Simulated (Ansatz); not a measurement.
# MoS2: a point defect seen from the nuclei (As on a Mo site), part 1 of 2

Wanted: the field gradients around As on a Mo site in MoS2, cell charge +1, before and after the neighbours move. The cell is a supercell built from an entry of the Crystallography Open Database (COD). Planned: a single point, then a relaxation.

Program: Ansatz 0.2.0. Level of theory: DFT, PBE, plane-wave PAW, default files, scalar-relativistic. These are calculated values, not measurements.

### 1 The system as given

The structure is hexagonal, space group P-6m2 (No. 187). Conventional cell: a = 6.338 Å, b = 6.338 Å, c = 12.324 Å, α = 90.00°, β = 90.00°, γ = 120.00°. Around As (site symmetry -6m2) lie 6 S at 2.41 Å. Mo (site symmetry mm2) is surrounded by 6 S at 2.41 Å. Mo (site symmetry -6m2) has 6 S at 2.41 Å as nearest neighbours. Around S (site symmetry 3m) lie 3 Mo at 2.41 Å. S (site symmetry m) has 3 Mo at 2.41 Å as nearest neighbours. S (site symmetry m) is surrounded by 2 Mo at 2.41 Å and 1 As at 2.41 Å.

Structure file:

```
As Mo S
1.0
     6.33800    0.00000    0.00000
    -3.16900    5.48887    0.00000
     0.00000    0.00000   12.32400
As Mo S
1 7 16
Direct
  0.16667 0.33333 0.25000
  0.16667 0.83333 0.25000
  0.66667 0.33333 0.25000
  0.66667 0.83333 0.25000
  0.33333 0.16667 0.75000
  0.33333 0.66667 0.75000
  0.83333 0.16667 0.75000
  0.83333 0.66667 0.75000
  0.16667 0.33333 0.62300
  0.16667 0.83333 0.62300
  0.66667 0.33333 0.62300
  0.66667 0.83333 0.62300
  0.33333 0.16667 0.12300
  0.33333 0.66667 0.12300
  0.83333 0.16667 0.12300
  0.83333 0.66667 0.12300
  0.16667 0.33333 0.87700
  0.16667 0.83333 0.87700
  0.66667 0.33333 0.87700
  0.66667 0.83333 0.87700
  0.33333 0.16667 0.37700
  0.33333 0.66667 0.37700
  0.83333 0.16667 0.37700
  0.83333 0.66667 0.37700
```

Atom 1 of the input is the impurity.

### 2 First run, atoms as given

Contents of input.yaml:

```yaml
crystal:
  lattice:
    - [6.338, 0.0, 0.0]
    - [-3.169, 5.4888690092, 0.0]
    - [0.0, 0.0, 12.324]
  atoms:
    - { symbol: As, position: [0.1666666666, 0.3333333334, 0.25] }
    - { symbol: Mo, position: [0.1666666666, 0.8333333334, 0.25] }
    - { symbol: Mo, position: [0.6666666666, 0.3333333334, 0.25] }
    - { symbol: Mo, position: [0.6666666666, 0.8333333334, 0.25] }
    - { symbol: Mo, position: [0.3333333334, 0.1666666666, 0.75] }
    - { symbol: Mo, position: [0.3333333334, 0.6666666666, 0.75] }
    - { symbol: Mo, position: [0.8333333334, 0.1666666666, 0.75] }
    - { symbol: Mo, position: [0.8333333334, 0.6666666666, 0.75] }
    - { symbol: S, position: [0.1666666666, 0.3333333334, 0.623] }
    - { symbol: S, position: [0.1666666666, 0.8333333334, 0.623] }
    - { symbol: S, position: [0.6666666666, 0.3333333334, 0.623] }
    - { symbol: S, position: [0.6666666666, 0.8333333334, 0.623] }
    - { symbol: S, position: [0.3333333334, 0.1666666666, 0.123] }
    - { symbol: S, position: [0.3333333334, 0.6666666666, 0.123] }
    - { symbol: S, position: [0.8333333334, 0.1666666666, 0.123] }
    - { symbol: S, position: [0.8333333334, 0.6666666666, 0.123] }
    - { symbol: S, position: [0.1666666666, 0.3333333334, 0.877] }
    - { symbol: S, position: [0.1666666666, 0.8333333334, 0.877] }
    - { symbol: S, position: [0.6666666666, 0.3333333334, 0.877] }
    - { symbol: S, position: [0.6666666666, 0.8333333334, 0.877] }
    - { symbol: S, position: [0.3333333334, 0.1666666666, 0.377] }
    - { symbol: S, position: [0.3333333334, 0.6666666666, 0.377] }
    - { symbol: S, position: [0.8333333334, 0.1666666666, 0.377] }
    - { symbol: S, position: [0.8333333334, 0.6666666666, 0.377] }
total_charge: 1
kpoints:
  mp_grid: { grid: [4, 4, 2] }
scf:
  occupations: { method: fermi_dirac, width: 0.01 }
hamiltonian:
  xc: pbe
  pseudopotentials: { kind: paw }
output:
  forces: true
  stress: true
  populations: true
  efg:
    quadrupole_moments_barn: { As: 0.311, Mo: -0.022, S: -0.0694 }
    contact_densities: true
```

Command:

```console
ansatz run input.yaml --threads 1 --pin off --max-ram 3072MiB --backend cpu --events-out ev --progress --plain --runs-dir out
```

Output:

```text
Warning: RAYON_NUM_THREADS=1 ignored (pool sized by the plan → 1); use --threads N
Mo: output.efg is read without spin–orbit coupling, which moves field gradients at and beside such atoms by some per cent and up to a factor of two; PAW files take it under magnetization.noncollinear and magnetization.spin_orbit
Engine: ansatz 0.2.0, x86_64-unknown-linux-gnu
Pseudopotentials: kind: paw
Pseudopotential: As, paw, valence charge 15, recommended cutoff 420 eV (normal), As.paw.azcp
Pseudopotential: Mo, paw, valence charge 14, recommended cutoff 420 eV (normal), Mo.paw.azcp
Pseudopotential: S, paw, valence charge 6, recommended cutoff 420 eV (normal), S.paw.azcp
Functional definition: PBE
  parameter kappa = 0.804
  parameter beta = 0.06672455060314922
  exchange = pbe_x(kappa = kappa, mu = beta*pi^2/3)
  correlation = pbe_c(beta = beta)
Crystal: 24 atoms, lattice volume = 428.733 Å³
Basis set: ecut = 420 eV, 8405 PW (Γ), exchange–correlation on 90×90×180 points (8 copies of the dense FFT grid, shifted against one another)
Bands: 128, of which v1, the nominal top of the filled ones, is band 104 counted from 1 (103 counted from 0)
Symmetry: 12 space group operations
Space group: P-6m2 (ITA 187), of the structure as read, at distance tolerance 7.5e-5 Å
k-points: 8 of 32 (time reversal used)
Non-local potential: As, projectors of the file, l = 0: 2, l = 1: 2, l = 2: 3, l = 3: 1
Non-local potential: Mo, projectors of the file, l = 0: 3, l = 1: 2, l = 2: 2, l = 3: 1
Non-local potential: S, projectors of the file, l = 0: 2, l = 1: 2, l = 2: 2
PAW form: soft (Blöchl's): semilocal exchange-correlation on the pseudo side does not see the compensation charge
PAW one-centre angular grid: As, 590 points (default); XC on 64 Gauss nodes
PAW one-centre angular grid: Mo, 590 points (default); XC on 64 Gauss nodes
PAW one-centre angular grid: S, 110 points (default); XC on 64 Gauss nodes
Initial density: superposition of atomic densities (neutral atoms scaled as one to the charged cell's electrons: chi_scale 0, normalization atom), corrected by the library's trained network
Initial wavefunctions: pseudopotential atomic-orbital guess
Functional: x = pbe(κ = 0.804, μ = 0.2195149727645171), c = pbe(β = 0.06672455060314922)
SCF iter   1: F=—  HF=-54007.455593 eV  |F-HF|=—  |Δ(HF+E_count)|=         —  Δρ=1.82e-2  dr2=4.23e0  ethr=1.77e-3  ⟨swp⟩=6.1  Hψ=3911  notcnv=0  defer=16
preconditioner: auto → LDOS  [metal: Δε(μ)=0.006 eV  Ē_g=7.654 eV  σ=0.010 eV  W_gap=0.15  n_scr=110 (ndim 8)  ℏωp=21.4 eV  f_vac=0.016  D(μ)=41.21/eV (n_scr^D=526)  β→1.0]
SCF iter   2: F=—  HF=-54007.170127 eV  |F-HF|=—  |Δ(HF+E_count)|=   2.85e-1  Δρ=1.59e-2  dr2=1.56e0  ethr=1.77e-3  ⟨swp⟩=2.9  Hψ=1556  notcnv=0  defer=128
SCF iter   3: F=—  HF=-54006.938394 eV  |F-HF|=—  |Δ(HF+E_count)|=   2.32e-1  Δρ=5.07e-3  dr2=1.93e-1  ethr=7.49e-4  ⟨swp⟩=2.6  Hψ=1378  notcnv=0  defer=128
SCF iter   4: F=—  HF=-54006.930817 eV  |F-HF|=—  |Δ(HF+E_count)|=   7.58e-3  Δρ=3.40e-3  dr2=1.28e-1  ethr=9.30e-5  ⟨swp⟩=2.0  Hψ=1171  notcnv=0  defer=128
SCF iter   5: F=—  HF=-54006.920921 eV  |F-HF|=—  |Δ(HF+E_count)|=   9.90e-3  Δρ=1.69e-3  dr2=2.16e-2  ethr=6.15e-5  ⟨swp⟩=2.2  Hψ=1388  notcnv=0  defer=128
SCF iter   6: F=—  HF=-54006.919213 eV  |F-HF|=—  |Δ(HF+E_count)|=   1.71e-3  Δρ=7.50e-4  dr2=5.04e-3  ethr=1.04e-5  ⟨swp⟩=2.6  Hψ=1468  notcnv=0  defer=128
SCF iter   7: F=—  HF=-54006.918647 eV  |F-HF|=—  |Δ(HF+E_count)|=   5.66e-4  Δρ=3.56e-4  dr2=1.28e-3  ethr=2.42e-6  ⟨swp⟩=2.1  Hψ=1359  notcnv=0  defer=128
SCF iter   8: F=—  HF=-54006.918551 eV  |F-HF|=—  |Δ(HF+E_count)|=   9.58e-5  Δρ=1.81e-4  dr2=3.85e-4  ethr=6.13e-7  ⟨swp⟩=2.1  Hψ=1184  notcnv=0  defer=127
SCF iter   9: F=—  HF=-54006.918485 eV  |F-HF|=—  |Δ(HF+E_count)|=   6.62e-5  Δρ=1.01e-4  dr2=1.21e-4  ethr=1.85e-7  ⟨swp⟩=2.0  Hψ=1322  notcnv=0  defer=127
SCF iter  10: F=—  HF=-54006.918486 eV  |F-HF|=—  |Δ(HF+E_count)|=   6.74e-7  Δρ=4.91e-5  dr2=2.58e-5  ethr=5.84e-8  ⟨swp⟩=2.0  Hψ=1342  notcnv=0  defer=127
SCF iter  11: F=—  HF=-54006.918696 eV  |F-HF|=—  |Δ(HF+E_count)|=   2.10e-4  Δρ=2.50e-5  dr2=5.15e-6  ethr=1.24e-8  ⟨swp⟩=2.0  Hψ=1501  notcnv=0  defer=127
SCF iter  12: F=—  HF=-54006.918695 eV  |F-HF|=—  |Δ(HF+E_count)|=   5.07e-8  Δρ=1.25e-5  dr2=1.31e-6  ethr=2.48e-9  ⟨swp⟩=2.0  Hψ=1349  notcnv=0  defer=127
SCF iter  13: F=—  HF=-54006.918696 eV  |F-HF|=—  |Δ(HF+E_count)|=   8.32e-8  Δρ=6.42e-6  dr2=4.92e-7  ethr=6.30e-10  ⟨swp⟩=2.0  Hψ=1324  notcnv=0  defer=127
SCF iter  14: F=—  HF=-54006.918696 eV  |F-HF|=—  |Δ(HF+E_count)|=   1.35e-8  Δρ=2.87e-6  dr2=1.01e-7  ethr=2.36e-10  ⟨swp⟩=2.0  Hψ=1191  notcnv=0  defer=127
SCF iter  15: F=-54006.918696 eV  HF=-54006.918696 eV  |F-HF|=1.99e-8  |Δ(HF+E_count)|=   1.20e-8  Δρ=1.34e-6  dr2=2.27e-8  ethr=4.81e-11  ⟨swp⟩=10.4  Hψ=4321  notcnv=0
SCF 1 converged in 15 iterations: F = -54006.918696 eV  dr2 = 2.27e-8
SCF converged after 15 iterations
Free energy (F): -54006.918696 eV
Harris-Foulkes:  -54006.918696 eV  (|F-HF|=1.99e-8)
Internal energy: -54006.910065 eV  (E = F + TS)
E sigma→0 (E₀):  -54006.914380 eV
Entropy (-TS):   -0.008630 eV (-0.360 meV/atom)
Fermi energy:    10.132966 eV
--- Per-component energies (eV) ---
  E_band       = -1334.914489
  E_kinetic    = 4893.201135
  E_local      = -16388.641156  (includes V_loc(G=0)·N_el)
  E_nonlocal   = 781.232239
  E_hartree    = 6653.355236
  E_xc         = -2912.957374
  E_vxc        = -3076.297902  (∫ρ·V_xc dr)
  E_paw        = -33845.879666  (= ΣΔE_a)
  E_vpaw       = -851.125309  (= ΣTr[D̂ρ^β])
  E_aug_tail   = 0.000303  (compensation charges beyond the density's cutoff)
  E_ewald      = -13187.220782
  E_smearing   = -0.008630  (= −TS)
  E_closure    = -0.000000  (closes the sum)
  E_deformation_potential = 16.775838  (in the stress; not in F)
  Σ components = -54006.918696   (vs F -54006.918696, Δ=0.00e0)
--- Forces (eV/Å), atoms counted from 1 ---
  atom   1  As     0.00000000     0.00000000     0.00000000
  atom   2  Mo     0.43660906     0.25207636     0.00000000
  atom   3  Mo    -0.00000000    -0.50415271     0.00000000
  atom   4  Mo    -0.43660906     0.25207636     0.00000000
  atom   5  Mo    -0.01882010     0.01086579     0.00000000
  atom   6  Mo     0.00000000    -0.02173158     0.00000000
  atom   7  Mo     0.01882010     0.01086579     0.00000000
  atom   8  Mo     0.00000000     0.00000000     0.00000000
  atom   9  S      0.00000000     0.00000000     0.22086732
  atom  10  S      0.00386794     0.00223315     0.16104777
  atom  11  S      0.00000000    -0.00446631     0.16104777
  atom  12  S     -0.00386794     0.00223315     0.16104777
  atom  13  S      0.48313139    -0.27893604     0.24534787
  atom  14  S      0.00000000     0.55787207     0.24534787
  atom  15  S     -0.48313139    -0.27893604     0.24534787
  atom  16  S     -0.00000000    -0.00000000     0.12960511
  atom  17  S      0.00000000     0.00000000    -0.22086732
  atom  18  S      0.00386794     0.00223315    -0.16104777
  atom  19  S      0.00000000    -0.00446631    -0.16104777
  atom  20  S     -0.00386794     0.00223315    -0.16104777
  atom  21  S      0.48313139    -0.27893604    -0.24534787
  atom  22  S      0.00000000     0.55787207    -0.24534787
  atom  23  S     -0.48313139    -0.27893604    -0.24534787
  atom  24  S     -0.00000000    -0.00000000    -0.12960511
  max |Σ_I F_I| component: 5.00e-16 eV/Å
--- Stress (GPa, compression-positive) ---
        6.639929       0.000000       0.000000
        0.000000       6.639929       0.000000
        0.000000       0.000000       0.574399
  P = ⅓ Tr σ = 4.6181 GPa (46.181 kbar)
--- PAW observables at the nuclei: V_zz in 10²¹ V/m², potentials from the cell's mean, atoms counted from 1 ---
  atom   1  As V_zz =    -4.138100   η = 0.0000   by run symmetry: allowed   C_q = -31.1183 MHz
            electrostatic potential = -4515.368150 V   contact ρ = 235534.562487 e/Å³
  atom   2  Mo V_zz =   -10.347020   η = 0.2557   by run symmetry: allowed   C_q = +5.5042 MHz
            electrostatic potential = -6350.686044 V   contact ρ = 595256.441904 e/Å³
  atom   3  Mo V_zz =   -10.347020   η = 0.2557   by run symmetry: allowed   C_q = +5.5042 MHz
            electrostatic potential = -6350.686044 V   contact ρ = 595256.441910 e/Å³
  atom   4  Mo V_zz =   -10.347020   η = 0.2557   by run symmetry: allowed   C_q = +5.5042 MHz
            electrostatic potential = -6350.686044 V   contact ρ = 595256.441904 e/Å³
  atom   5  Mo V_zz =    -6.625608   η = 0.0148   by run symmetry: allowed   C_q = +3.5245 MHz
            electrostatic potential = -6350.802940 V   contact ρ = 595254.836141 e/Å³
  atom   6  Mo V_zz =    -6.625608   η = 0.0148   by run symmetry: allowed   C_q = +3.5245 MHz
            electrostatic potential = -6350.802940 V   contact ρ = 595254.836133 e/Å³
  atom   7  Mo V_zz =    -6.625608   η = 0.0148   by run symmetry: allowed   C_q = +3.5245 MHz
            electrostatic potential = -6350.802940 V   contact ρ = 595254.836141 e/Å³
  atom   8  Mo V_zz =    -6.443449   η = 0.0000   by run symmetry: allowed   C_q = +3.4276 MHz
            electrostatic potential = -6350.799819 V   contact ρ = 595254.771148 e/Å³
  atom   9  S  V_zz =    -4.763286   η = 0.0000   by run symmetry: allowed   C_q = +7.9932 MHz
            electrostatic potential = -1636.409775 V   contact ρ = 19771.680464 e/Å³
  atom  10  S  V_zz =    -4.582093   η = 0.0061   by run symmetry: allowed   C_q = +7.6891 MHz
            electrostatic potential = -1636.390340 V   contact ρ = 19771.546619 e/Å³
  atom  11  S  V_zz =    -4.582093   η = 0.0061   by run symmetry: allowed   C_q = +7.6891 MHz
            electrostatic potential = -1636.390340 V   contact ρ = 19771.546619 e/Å³
  atom  12  S  V_zz =    -4.582093   η = 0.0061   by run symmetry: allowed   C_q = +7.6891 MHz
            electrostatic potential = -1636.390340 V   contact ρ = 19771.546619 e/Å³
  atom  13  S  V_zz =    -4.062819   η = 0.7688   by run symmetry: allowed   C_q = +6.8178 MHz
            electrostatic potential = -1636.389008 V   contact ρ = 19773.020722 e/Å³
  atom  14  S  V_zz =    -4.062819   η = 0.7688   by run symmetry: allowed   C_q = +6.8178 MHz
            electrostatic potential = -1636.389008 V   contact ρ = 19773.020722 e/Å³
  atom  15  S  V_zz =    -4.062819   η = 0.7688   by run symmetry: allowed   C_q = +6.8178 MHz
            electrostatic potential = -1636.389008 V   contact ρ = 19773.020722 e/Å³
  atom  16  S  V_zz =    -6.019235   η = 0.0000   by run symmetry: allowed   C_q = +10.1008 MHz
            electrostatic potential = -1636.078168 V   contact ρ = 19772.225876 e/Å³
  atom  17  S  V_zz =    -4.763286   η = 0.0000   by run symmetry: allowed   C_q = +7.9932 MHz
            electrostatic potential = -1636.409775 V   contact ρ = 19771.680464 e/Å³
  atom  18  S  V_zz =    -4.582093   η = 0.0061   by run symmetry: allowed   C_q = +7.6891 MHz
            electrostatic potential = -1636.390340 V   contact ρ = 19771.546619 e/Å³
  atom  19  S  V_zz =    -4.582093   η = 0.0061   by run symmetry: allowed   C_q = +7.6891 MHz
            electrostatic potential = -1636.390340 V   contact ρ = 19771.546619 e/Å³
  atom  20  S  V_zz =    -4.582093   η = 0.0061   by run symmetry: allowed   C_q = +7.6891 MHz
            electrostatic potential = -1636.390340 V   contact ρ = 19771.546619 e/Å³
  atom  21  S  V_zz =    -4.062819   η = 0.7688   by run symmetry: allowed   C_q = +6.8178 MHz
            electrostatic potential = -1636.389008 V   contact ρ = 19773.020722 e/Å³
  atom  22  S  V_zz =    -4.062819   η = 0.7688   by run symmetry: allowed   C_q = +6.8178 MHz
            electrostatic potential = -1636.389008 V   contact ρ = 19773.020722 e/Å³
  atom  23  S  V_zz =    -4.062819   η = 0.7688   by run symmetry: allowed   C_q = +6.8178 MHz
            electrostatic potential = -1636.389008 V   contact ρ = 19773.020722 e/Å³
  atom  24  S  V_zz =    -6.019235   η = 0.0000   by run symmetry: allowed   C_q = +10.1008 MHz
            electrostatic potential = -1636.078168 V   contact ρ = 19772.225876 e/Å³
--- Band table (eV; the first three rows and the last of 8) ---
  k-point 0: bands = ["-50.9565", "-50.9267", "-50.9267", "-50.8160", "-50.7778", "-50.7760", "-50.7760", "-26.1982", "-26.1982", "-26.1527", "-26.1527", "-26.1330", "-25.3329", "-25.1577", "-25.1577", "-25.1117", "-25.1117", "-25.1116", "-25.0531", "-24.9940", "-24.9940", "-24.9782", "-24.9639", "-24.9628", "-24.9628", "-24.9018", "-24.8997", "-24.8997", "-24.8165", "-24.8165", "-24.8149", "-24.7268", "-24.7268", "-5.2252", "-4.0384", "-3.2230", "-2.7880", "-2.6575", "-2.4623", "-2.4623", "-2.2647", "-2.1315", "-2.1315", "-2.1270", "-1.9950", "-1.9950", "-1.9623", "-1.8139", "-1.8139", "0.2322", "3.8813", "3.8813", "3.9152", "3.9959", "4.2871", "4.2918", "4.2918", "4.9077", "5.1407", "5.1407", "5.2128", "5.3329", "5.3329", "5.5729", "5.5729", "5.7183", "6.1563", "6.1563", "6.4783", "6.8421", "6.9198", "6.9198", "6.9418", "7.0731", "7.2803", "7.2803", "7.3004", "7.3004", "7.5004", "7.5004", "7.6909", "8.1017", "8.1017", "8.1271", "8.1381", "8.1381", "8.1422", "8.2798", "8.2798", "8.5966", "8.5966", "9.0294", "9.1374", "9.1374", "9.2287", "9.3722", "9.3942", "9.4171", "9.4171", "9.4856", "9.6573", "9.6573", "9.8992", "9.8992", "10.1975", "11.3930", "12.1703", "12.3603", "12.3603", "12.3680", "12.4661", "12.4661", "12.7901", "12.7901", "12.8686", "12.8686", "12.8911", "12.9381", "12.9381", "12.9878", "12.9878", "13.1347", "13.1347", "13.5113", "13.7550", "13.7550", "13.8034", "14.1297"]
[... 3 lines left out ...]
--- Löwdin populations: 24 sites ---
  site symbol       q [e]
     0     As     14.4163
     1     Mo     13.6118
     2     Mo     13.6118
     3     Mo     13.6118
     4     Mo     13.6380
     5     Mo     13.6380
     6     Mo     13.6380
     7     Mo     13.6378
     8      S      6.0228
     9      S      6.0280
    10      S      6.0280
    11      S      6.0280
    12      S      6.0525
    13      S      6.0525
    14      S      6.0525
    15      S      6.0189
    16      S      6.0228
    17      S      6.0280
    18      S      6.0280
    19      S      6.0280
    20      S      6.0525
    21      S      6.0525
    22      S      6.0525
    23      S      6.0189
  spilling = 0.007837 (of n_electrons = 208.000000)
```

Wall time 37 s (1 thread of Intel Xeon 6975P-C (Granite Rapids), shared host); peak memory 0.95 GiB.

At the end: no gap over 0.1 eV on the mesh, largest force 0.609 eV/Å, pressure 4.6 GPa.

Site by site (atoms counted from 1):

| site | atoms | distance from the defect (Å) | V_zz (10²¹ V/m²) | η | C_Q (MHz) |
| --- | --- | --- | --- | --- | --- |
| As | 1 | 0.00 | -4.14 | 0.00 | -31.1 (⁷⁵As) |
| S13 | 13, 14, 15, 21, … | 2.41 | -4.06 | 0.77 | 6.82 (³³S) |
| Mo2 | 2, 3, 4 | 3.17 | -10.35 | 0.26 | 5.50 (⁹⁵Mo) |
| S16 | 16, 24 | 3.98 | -6.02 | 0.00 | 10.1 (³³S) |
| S9 | 9, 17 | 4.60 | -4.76 | 0.00 | 7.99 (³³S) |
| S10 | 10, 11, 12, 18, … | 5.58 | -4.58 | 0.01 | 7.69 (³³S) |
| Mo5 | 5, 6, 7 | 6.43 | -6.63 | 0.01 | 3.52 (⁹⁵Mo) |
| Mo8 | 8 | 7.17 | -6.44 | 0.00 | 3.43 (⁹⁵Mo) |

Conventions: |V_zz| ≥ |V_yy| ≥ |V_xx|, η = (V_xx − V_yy)/V_zz, C_Q = eQV_zz/h. Q values from Pyykkö, Mol. Phys. 116, 1328 (2018).

Direction of the V_zz axis (Cartesian unit vector):

| site | atom | x | y | z |
| --- | --- | --- | --- | --- |
| As | 1 | 0.00 | 0.00 | 1.00 |
| Mo2 | 2 | 0.00 | 0.00 | 1.00 |
| Mo5 | 5 | 0.00 | 0.00 | 1.00 |
| Mo8 | 8 | 0.00 | 0.00 | 1.00 |
| S9 | 9 | 0.00 | 0.00 | 1.00 |
| S10 | 10 | 0.01 | 0.01 | 1.00 |
| S13 | 13 | 0.37 | -0.21 | 0.91 |
| S16 | 16 | 0.00 | 0.00 | 1.00 |

(Continued in part 2 of 2.)
